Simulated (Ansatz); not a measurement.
What does this script print? It uses Ansatz 0.2.0, Python API.

The script reads `ch7bossi.xyz`:
```text
12

B     0.18480    1.97000    1.41090
O     0.24920    0.56730    1.20970
Si   -1.00260    0.15690    0.06020
S    -0.79150   -1.94220   -0.35090
C     0.79560   -1.86980   -1.10640
H     0.77270    2.76850    0.72880
H    -0.52000    2.44880    2.26560
H    -2.25900    0.47920    0.62400
H    -0.77360    0.92110   -1.13710
H     1.09920   -2.87670   -1.39280
H     1.51900   -1.49480   -0.32170
H     0.80310   -1.18350   -1.95620
```

`methods_ch7bossi.py`:
```python
# -*- coding: utf-8 -*-
from pathlib import Path
import logging
import sys

import ansatz as az
import numpy as np

logging.basicConfig(stream=sys.stdout, format="%(name)s: %(message)s")
log = logging.getLogger("ansatz_job")
log.setLevel(logging.INFO)

molecule = az.Crystal.molecule_from_extxyz("ch7bossi.xyz")

setup = molecule.calculation().basis(gaussian="def2-SVP")

log.info("functional    E (Ha)        dipole (D)   HOMO (eV)  LUMO (eV)")
for name in ["pbe", "blyp", "r2scan0", "lda", "pbe0"]:
    data = setup.functional(name).forces().orbitals().run(threads=1, runs_dir="runs").report
    lines = Path(data["orbitals_path"]).read_text().splitlines()
    field_of = lambda key: [line.split("=")[1].strip() for line in lines if line.startswith(key)]
    orbitals = [(27.211386 * float(e), s, float(n)) for e, s, n in zip(field_of("Ene="), field_of("Spin="), field_of("Occup="))]
    homo = max(e for e, _, n in orbitals if n > 0.5)
    lumo = min(e for e, _, n in orbitals if n < 0.5)
    dipole = 4.803205 * np.linalg.norm(data["charge_distribution"]["dipole_moment_e_ang"])
    log.info(f"{name:10s} {data['free_energy_ev'] / 27.211386246:14.6f} {dipole:9.3f} {homo:11.3f} {lumo:10.3f}")
```

```console
$ python methods_ch7bossi.py
ansatz_job: functional    E (Ha)        dipole (D)   HOMO (eV)  LUMO (eV)
ansatz_job: pbe           -829.293747     1.348      -5.819     -2.407
ansatz_job: blyp          -829.733100     1.302      -5.594     -2.188
ansatz_job: r2scan0       -829.651498     1.428      -7.224     -1.208
ansatz_job: lda           -826.031601     1.388      -5.884     -2.707
ansatz_job: pbe0          -829.377579     1.387      -7.046     -1.416
```

Total energies depend on the basis set; only differences at equal settings carry meaning. The geometry is a force-field or estimated start, not a minimum of this method, and the basis set is short of its limit. A lower total doesn't mark the better method: functionals have no common bound, and MP2 and coupled cluster aren't variational. Levels such as HOMO and LUMO are orbital energies: with these approximate functionals they aren't the ionisation energy and electron affinity, and their gap isn't the fundamental gap. Hardware and time: 27 s on 1 thread of Arm Neoverse V1, with other jobs on the host, peak memory 0.33 GiB.
